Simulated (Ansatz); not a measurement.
# WHO (sextet): the correlation ladder at a displaced geometry (v2), def2-SVP

One table from this session's results is given with a row withheld; the runs are named, their logs left out.

Program: Ansatz 0.2.0, Gaussian basis. Level of theory: def2-SVP, core rule «outside noble gas», up to 5 orbitals frozen. These are calculated values, not measurements.

To be run: UHF; CCSD(T) on ROHF; CCSD(T) on UHF; CISD as a restricted active space (open shells left free, so some higher excitations enter); CCSDT(Q) on ROHF; CCSDT(Q) on UHF; CASSCF and MRCISD+Q, 13 electrons in 11 orbitals; CASSCF and NEVPT2, 13 electrons in 11 orbitals.

22 further runs of the same task are left out: 4 for a known fault of the program, 6 that didn't finish, 12 set aside as unsound or not needed. Runs told in other sessions of the task aren't counted.

## What is computed

The geometry is a PBE0/def2-TZVP stationary point (not a proven minimum) with its atoms shifted at random (size 0.100 Å). No spin-orbit coupling is included. Elements past krypton take def2 core potentials.

3 atoms, charge 0, spin multiplicity 6.

Atoms are counted from 1 here; the program's logs count them from 0.

Bond lengths: W1–O2 1.916 Å, O2–H3 0.943 Å. Angles: W1–O2–H3 120.2°.

The first run:

Input file in.yaml:

```yaml
crystal:
  periodic: [false, false, false]
  atoms:
    - {symbol: W, position_ang: [0.013577, 0.005007, 0.164060]}
    - {symbol: O, position_ang: [-0.151297, -0.100230, -1.742193]}
    - {symbol: H, position_ang: [-0.074677, 0.677795, -2.268774]}
basis:
  gaussian: {orbitals: def2-SVP}
magnetization: {spin_polarized: true, initial_magnetization: 5}
hamiltonian: {xc: hf}
output: {orbitals: {seedname: orbitals}}
```

Started as:

```sh
$ ansatz run in.yaml --threads 1 --pin off --events-out ev --progress --plain --max-ram 2393MiB
```

Among the steps run: UHF; CCSD(T) on ROHF; CCSD(T) on UHF; CISD as a restricted active space (open shells left free, so some higher excitations enter); CCSDT(Q) on ROHF; CCSDT(Q) on UHF; CASSCF and MRCISD+Q, 13 electrons in 11 orbitals; CASSCF and NEVPT2, 13 electrons in 11 orbitals.

One table of the session follows, with a row left open; its other results are not shown here.

| method | from RCCSDT(Q) (meV) |
| --- | --- |
| ROHF | +7727.3 |
| UHF | +7574.4 |
| RMP2 | +528.5 |
| UMP2 | +409.9 |
| RCCSD | +219.0 |
| UCCSD | ? |
| RCCSD(T) | +28.0 |
| UCCSD(T) | -69.0 |
| RCCSDT | +14.1 |
| UCCSDT | -82.3 |
| RCCSDT(Q) | 0 |
| UCCSDT(Q) | -103.2 |
| CASSCF valence | +6241.5 |
| NEVPT2 valence | +1205.2 |
| MRCISD valence | +494.3 |
| MRCISD+Q valence | +85.0 |

**Question.** Estimate the row for UCCSD.

The run gave: from RCCSDT(Q) (meV): +122.0. In the column «from RCCSDT(Q) (meV)» it lies between MRCISD+Q valence (+85.0) and RCCSD (+219.0).

Not comparable, so not listed: CISD as a restricted active space (open shells left free, so some higher excitations enter) (they don't share determinant, frozen orbitals or solution with the rows shown, or repeat one).

Limits of these values: Restricted and unrestricted rows rest on different reference determinants; a gap between their highest levels can come from leftover correlation error, from unlike frozen cores or from another state.
